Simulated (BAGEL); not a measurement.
**SiNH3OF2 (SMILES N[Si](O)(F)F): RI-MP2/6-31G(d) (density fitting with qzvpp-jkfit, spherical functions)**

Aim: the energy change on altering one bond length of SiNH3OF2 at RI-MP2/6-31G* (density fitting with qzvpp-jkfit, spherical functions), from 2 runs. 

The calculation is run with BAGEL 1.2.2.

4 further runs of the same task are left out: 4 set aside as unsound or not needed. Runs told in other sessions of the task aren't counted.

**1. The system as given**

SiNH3OF2: 8 atoms, total charge 0, spin state singlet. SMILES: `N[Si](O)(F)F`. Geometry: relaxed at PBE0-D4/def2-TZVP. This is one conformer, not always the lowest.

Bond lengths: N1–Si2 1.686 Å, Si2–O3 1.619 Å, Si2–F4 1.581 Å, Si2–F5 1.584 Å, N1–H6 1.006 Å, N1–H7 1.006 Å, O3–H8 0.958 Å. Angles: N1–Si2–O3 112.4°, N1–Si2–F4 115.5°, N1–Si2–F5 106.2°, O3–Si2–F4 104.1°, O3–Si2–F5 112.9°, F4–Si2–F5 105.9°, Si2–N1–H6 121.2°, Si2–N1–H7 120.5°, Si2–O3–H8 117.2°, H6–N1–H7 111.9°.

**2. The energy at RI-MP2/6-31G(d) (density fitting with qzvpp-jkfit, spherical functions)**

File input.json:

```json
{ "bagel": [

{
  "title": "molecule",
  "basis": "6-31gs.json",
  "df_basis": "qzvpp-jkfit",
  "angstrom": true,
  "geometry": [
    { "atom": "N", "xyz": [      -0.442300,       1.046800,       0.335400 ] },
    { "atom": "Si", "xyz": [       0.149700,      -0.326200,      -0.442800 ] },
    { "atom": "O", "xyz": [       0.387300,      -1.558900,       0.578900 ] },
    { "atom": "F", "xyz": [      -0.787600,      -0.930400,      -1.563300 ] },
    { "atom": "F", "xyz": [       1.475500,       0.124100,      -1.183100 ] },
    { "atom": "H", "xyz": [      -1.266000,       1.005400,       0.911900 ] },
    { "atom": "H", "xyz": [      -0.311700,       1.959400,      -0.068300 ] },
    { "atom": "H", "xyz": [       0.887300,      -1.377200,       1.375500 ] }
  ]
},

{
  "title": "hf"
},

{
  "title": "mp2",
  "ncore": 9
}

]}
```

The basis set 6-31G* is read from a file made from the Basis Set Exchange's data (not shown).

Launch:

```sh
BAGEL_NUM_THREADS=1 BAGEL input.json > input.out
```

The program printed:

```text
* using 1 threads per process

  ===============================================================
  ===============================================================

  *** Geometry ***

  { "atom" : "N", "xyz" : [     -0.835826,      1.978165,      0.633814 ] },
  { "atom" : "Si", "xyz" : [      0.282892,     -0.616429,     -0.836771 ] },
  { "atom" : "O", "xyz" : [      0.731891,     -2.945894,      1.093962 ] },
  { "atom" : "F", "xyz" : [     -1.488348,     -1.758201,     -2.954209 ] },
  { "atom" : "F", "xyz" : [      2.788291,      0.234515,     -2.235735 ] },
  { "atom" : "H", "xyz" : [     -2.392393,      1.899931,      1.723241 ] },
  { "atom" : "H", "xyz" : [     -0.589028,      3.702729,     -0.129068 ] },
  { "atom" : "H", "xyz" : [      1.676754,     -2.602531,      2.599318 ] },

  Number of auxiliary basis functions:      490

  Since a DF basis is specified, we compute 2- and 3-index integrals:
    o Being stored without compression. Storage requirement is 0.025 GB

  Number of basis functions:       80
  Number of electrons      :       50

    * METHOD: MOLECULE                             0.21

  *** RHF ***

  === Nuclear Repulsion ===
   268.3694241943

      * DIIS with orbital gradients will be used.

  === RHF iteration (6-31gs.json) ===
      0       -618.71748203          0.02722826           0.06
      1       -618.96458803          0.01533687           0.06
      2       -619.06896940          0.00114530           0.05
      3       -619.06967543          0.00039885           0.05
      4       -619.06975461          0.00007284           0.05
      5       -619.06975809          0.00001314           0.05
      6       -619.06975831          0.00000430           0.05
      7       -619.06975833          0.00000183           0.05
      8       -619.06975833          0.00000046           0.06
      9       -619.06975833          0.00000018           0.06
     10       -619.06975833          0.00000006           0.05
     11       -619.06975833          0.00000002           0.05
     12       -619.06975833          0.00000001           0.05
    * SCF iteration converged.

    * Permanent dipole moment:
           (    0.220050,    -0.869214,    -1.060138) a.u.

    * METHOD: HF                                   0.85

  *** RHF ***

  === Nuclear Repulsion ===
   268.3694241943

      * DIIS with orbital gradients will be used.

  === RHF iteration (6-31gs.json) ===
      0       -619.06975833          0.00000000           0.05
    * SCF iteration converged.

    * Permanent dipole moment:
           (    0.220050,    -0.869214,    -1.060139) a.u.

  === DF-MP2 calculation ===

    * freezing 9 orbitals
    * 3-index integral transformation done
    * assembly done

      MP2 correlation energy:   -0.7595442171      0.04

      MP2 total energy:       -619.8293025478

    * METHOD: MP2                                  0.16

  ===============================================================
```

Run time: 1.4 s. Hardware: 1 thread of AMD EPYC 9B14 (Zen 4), shared host.

**3. The distorted shape at the same level**

File calc.json:

```json
{ "bagel" : [

{
  "title" : "molecule",
  "basis" : "6-31gs.json",
  "df_basis" : "qzvpp-jkfit",
  "angstrom" : true,
  "geometry" : [
    { "atom" : "N", "xyz" : [      -0.546774,       0.316761,       0.658342 ] },
    { "atom" : "Si", "xyz" : [       0.045226,      -1.056239,      -0.119858 ] },
    { "atom" : "O", "xyz" : [       0.282826,      -2.288939,       0.901842 ] },
    { "atom" : "F", "xyz" : [      -0.892074,      -1.660439,      -1.240358 ] },
    { "atom" : "F", "xyz" : [       1.371026,      -0.605939,      -0.860158 ] },
    { "atom" : "H", "xyz" : [      -1.370474,       0.275361,       1.234842 ] },
    { "atom" : "H", "xyz" : [      -0.311700,       1.959400,      -0.068300 ] },
    { "atom" : "H", "xyz" : [       0.782826,      -2.107239,       1.698442 ] }
  ]
},

{ "title" : "hf" },

{ "title" : "mp2", "ncore" : 9 }

]}
```

The basis set 6-31G* is read from a file made from the Basis Set Exchange's data (not shown).

Launch:

```sh
BAGEL_NUM_THREADS=1 BAGEL calc.json > calc.out
```

The program printed:

```text
* using 1 threads per process

  ===============================================================
  ===============================================================

  *** Geometry ***

  { "atom" : "N", "xyz" : [     -1.033253,      0.598592,      1.244086 ] },
  { "atom" : "Si", "xyz" : [      0.085465,     -1.996002,     -0.226499 ] },
  { "atom" : "O", "xyz" : [      0.534464,     -4.325468,      1.704234 ] },
  { "atom" : "F", "xyz" : [     -1.685776,     -3.137775,     -2.343937 ] },
  { "atom" : "F", "xyz" : [      2.590864,     -1.145059,     -1.625463 ] },
  { "atom" : "H", "xyz" : [     -2.589821,      0.520357,      2.333513 ] },
  { "atom" : "H", "xyz" : [     -0.589028,      3.702729,     -0.129068 ] },
  { "atom" : "H", "xyz" : [      1.479327,     -3.982105,      3.209590 ] },

  Number of auxiliary basis functions:      490

  Since a DF basis is specified, we compute 2- and 3-index integrals:
    o Being stored without compression. Storage requirement is 0.025 GB

  Number of basis functions:       80
  Number of electrons      :       50

    * METHOD: MOLECULE                             0.21

  *** RHF ***

  === Nuclear Repulsion ===
   265.3072760951

      * DIIS with orbital gradients will be used.

  === RHF iteration (6-31gs.json) ===
      0       -618.48000460          0.02842114           0.06
      1       -618.74462702          0.01805988           0.05
      2       -618.89747420          0.00167374           0.05
      3       -618.89953036          0.00095584           0.05
      4       -618.90008029          0.00017120           0.05
      5       -618.90012180          0.00005281           0.05
      6       -618.90012612          0.00002466           0.05
      7       -618.90012684          0.00001061           0.05
      8       -618.90012712          0.00000654           0.05
      9       -618.90012727          0.00000393           0.05
     10       -618.90012733          0.00000166           0.05
     11       -618.90012733          0.00000075           0.05
     12       -618.90012733          0.00000030           0.05
     13       -618.90012733          0.00000013           0.05
     14       -618.90012733          0.00000005           0.05
     15       -618.90012733          0.00000002           0.05
     16       -618.90012733          0.00000002           0.05
     17       -618.90012733          0.00000001           0.05
     18       -618.90012733          0.00000001           0.05
    * SCF iteration converged.

    * Permanent dipole moment:
           (    0.214729,    -0.981154,    -1.025144) a.u.

    * METHOD: HF                                   1.14

  *** RHF ***

  === Nuclear Repulsion ===
   265.3072760951

      * DIIS with orbital gradients will be used.

  === RHF iteration (6-31gs.json) ===
      0       -618.90012733          0.00000000           0.05
    * SCF iteration converged.

    * Permanent dipole moment:
           (    0.214729,    -0.981154,    -1.025144) a.u.

  === DF-MP2 calculation ===

    * freezing 9 orbitals
    * 3-index integral transformation done
    * assembly done

      MP2 correlation energy:   -0.7830397941      0.03

      MP2 total energy:       -619.6831671270

    * METHOD: MP2                                  0.16

  ===============================================================
```

It took 1.7 s on 1 thread of AMD EPYC 9B14 (Zen 4), shared host.

**4. What came out**

Level: RI-MP2/6-31G* (density fitting with qzvpp-jkfit, spherical functions), 9 core orbitals frozen.

```
                                                         quantity          value
                                        first shape: total energy  -619.82930 Eh
         first shape: correlation energy (9 core orbitals frozen)     -759.5 mEh
                                    distorted shape: total energy  -619.68317 Eh
     distorted shape: correlation energy (9 core orbitals frozen)     -783.0 mEh
energy change with the N1–H7 bond stretched from 1.006 to 1.811 Å       3.977 eV
```

One bond (distorted shape) is far stretched, which a spin-restricted single reference describes badly; perturbation theory on it can break down and give far too much correlation. With the N1–H7 bond stretched from 1.006 to 1.811 Å the energy rises by 3.98 eV (92 kcal/mol). The first shape isn't relaxed at this level, so the change isn't measured from a minimum. A restricted reference can't describe the breaking bond well at this length.
